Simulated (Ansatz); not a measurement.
# GeC (singlet): wave-function methods side by side at distance Ge1–C2 = 2.304 Å, 6-31G

The task here is to estimate one member of a computed series from the others.

The runs use Ansatz 0.2.0, Gaussian basis; 6-31G, core rule «outside noble gas», up to 15 orbitals frozen.

The runs, in order: UHF; CCSD(T) on RHF; CCSD(T) on UHF; BCCD(T) on RHF; CISD; CCSDT(Q) on RHF; CCSDT(Q) on UHF; CCSDTQ on RHF; CASSCF and MRCISD+Q, 2 electrons in 2 orbitals; CASSCF and NEVPT2, 2 electrons in 2 orbitals; CASSCF and MRCISD+Q, 8 electrons in 8 orbitals; CASSCF and MRCISD+Q(relaxed), 8 electrons in 8 orbitals; CASSCF and NEVPT2, 8 electrons in 8 orbitals; Full CI.

26 further runs of the same task are left out: 2 for a known fault of the program, 15 that didn't finish, 9 set aside as unsound or not needed.

### The system

The geometry derives from a PBE0/def2-TZVP stationary point (not a proven minimum). One bond is set to the value named and the two fragments are kept rigid. No spin-orbit coupling is included. The filled d shell of Ge may be among the frozen orbitals whatever the setting's name suggests; the logs give the count.

2 atoms, charge 0, spin multiplicity 1.

Atoms are counted from 1 here; the program's logs count them from 0.

Bond lengths: Ge1–C2 2.304 Å.

The first run:

in.yaml reads:

```yaml
crystal:
  periodic: [false, false, false]
  atoms:
    - {symbol: Ge, position_ang: [0.000000, 0.000000, 0.000000]}
    - {symbol: C, position_ang: [0.000000, 0.000000, 2.304000]}
basis:
  gaussian: {orbitals: 6-31G}
magnetization: {spin_polarized: true, initial_magnetization: 0}
hamiltonian: {xc: hf}
output: {orbitals: {seedname: orbitals}}
```

Command:

```sh
ansatz run in.yaml --threads 1 --pin off --events-out ev --progress --plain --max-ram 2393MiB
```

Steps of the session up to this table: UHF; CCSD(T) on RHF; CCSD(T) on UHF; BCCD(T) on RHF; CISD; CCSDT(Q) on RHF; CCSDT(Q) on UHF; CCSDTQ on RHF; CASSCF and MRCISD+Q, 2 electrons in 2 orbitals; CASSCF and NEVPT2, 2 electrons in 2 orbitals; CASSCF and MRCISD+Q, 8 electrons in 8 orbitals; CASSCF and MRCISD+Q(relaxed), 8 electrons in 8 orbitals; CASSCF and NEVPT2, 8 electrons in 8 orbitals; Full CI.

One table of the session follows, with a row left open; its other results are not shown here.

```
                   method  from FCI (kcal/mol)
                      RHF              +111.78
                     RMP2               +23.91
                     CISD               +18.14
                    RCCSD                +7.79
                 RCCSD(T)                +2.53
                  BCCD(T)                +2.79
                   RCCSDT                +2.41
                RCCSDT(Q)                +1.02
                  RCCSDTQ                +0.31
           CASSCF valence                    ?
           NEVPT2 valence                +7.10
           MRCISD valence                +0.84
         MRCISD+Q valence                +0.11
MRCISD+Q(relaxed) valence                -0.13
                      FCI                    0
```

**Question.** Estimate the row for CASSCF valence.

The run gave: from FCI (kcal/mol): +27.11. In the column «from FCI (kcal/mol)» it lies between RMP2 (+23.91) and RHF (+111.78).

Left out of the table: CASSCF pair, NEVPT2 pair, MRCISD pair, MRCISD+Q pair (the active space lost an orbital or holds another state than full CI finds).

Caveats from the session: The report flags that the cluster equations may have other roots. Left out of the table: UHF, UMP2, UCCSD, UCCSD(T), UCCSDT, UCCSDT(Q) (another determinant or state than the rows shown). The program flags RCCSD(T), BCCD(T), RCCSDT(Q), RCCSDTQ as in doubt, so those rows may rest on another solution; read them beside their warnings. MRCISD+Q(relaxed) valence falls below full CI: the +Q correction isn't variational, and the cores differ from full CI's.
